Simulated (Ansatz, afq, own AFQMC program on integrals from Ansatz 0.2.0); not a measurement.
**Be2H2 (singlet): quantum Monte Carlo beside coupled cluster at distance Be1–Be2 = 2.960 Å, cc-pVDZ**

An exercise on one series of results from a longer session: the logs are not shown, and one member is left open.

The runs use Ansatz 0.2.0, Gaussian basis, and an in-house AFQMC program (afq) on its integrals; all values are calculated; cc-pVDZ, frozen cores.

To be run: Full CI; PBE (unrestricted); r2SCAN (unrestricted); PBE0 (unrestricted); B3LYP (unrestricted); wB97M-V (unrestricted); B2PLYP (unrestricted); CCSD(T) on RHF; Full CI; CCSDT(Q) on RHF; Phaseless AFQMC, CISD trial on RHF; UHF.

1 further run of the same task is left out (it didn't finish).

## The system

The geometry derives from a PBE0/def2-TZVP stationary point (not a proven minimum). One bond is set to the value named and the two fragments are kept rigid.

4 atoms, charge 0, spin multiplicity 1.

Atoms are counted from 1 here; the program's logs count them from 0.

Bond lengths: Be1–H3 1.348 Å, Be2–H4 1.348 Å.

Set-up of the first run:

File in.yaml:

```yaml
crystal:
  periodic: [false, false, false]
  atoms:
    - {symbol: Be, position_ang: [0.000000, 0.000000, 1.480000]}
    - {symbol: Be, position_ang: [0.000000, 0.000000, -1.480000]}
    - {symbol: H, position_ang: [0.000000, 0.000000, 2.827518]}
    - {symbol: H, position_ang: [0.000000, 0.000000, -2.827518]}
basis:
  gaussian: {orbitals: cc-pVDZ}
correlation: {method: fci, electrons: outside_noble_gas}
```

Command:

```
> ansatz run in.yaml --threads 1 --pin off --events-out ev --progress --plain --max-ram 1382MiB
```

Among the steps run: Full CI; PBE (unrestricted); r2SCAN (unrestricted); PBE0 (unrestricted); B3LYP (unrestricted); wB97M-V (unrestricted); B2PLYP (unrestricted); CCSD(T) on RHF; CCSDT(Q) on RHF; Phaseless AFQMC, CISD trial on RHF; UHF.

One table of the session follows, with a row left open; its other results are not shown here.

On the RHF determinant, counted from full CI (exact for this spin and basis):

```
                                              level  from full CI (kcal/mol)
                                                 HF                   +67.98
                                                MP2                        ?
                                               CCSD                    +1.61
                                            CCSD(T)                    +0.50
                                           CCSDT(Q)                    +0.02
                                            full CI                     0.00
Phaseless AFQMC, CISD trial, step 0.005, 60 walkers                    -0.04
```

Q: Estimate the row for MP2 from the others.

The run gave: from full CI (kcal/mol): +19.05. In the column «from full CI (kcal/mol)» it lies between CCSD (+1.61) and HF (+67.98).

Caveats from the session: On RHF the phaseless walk with the CISD trial lies -0.04 kcal/mol from full CI, within three error bars.
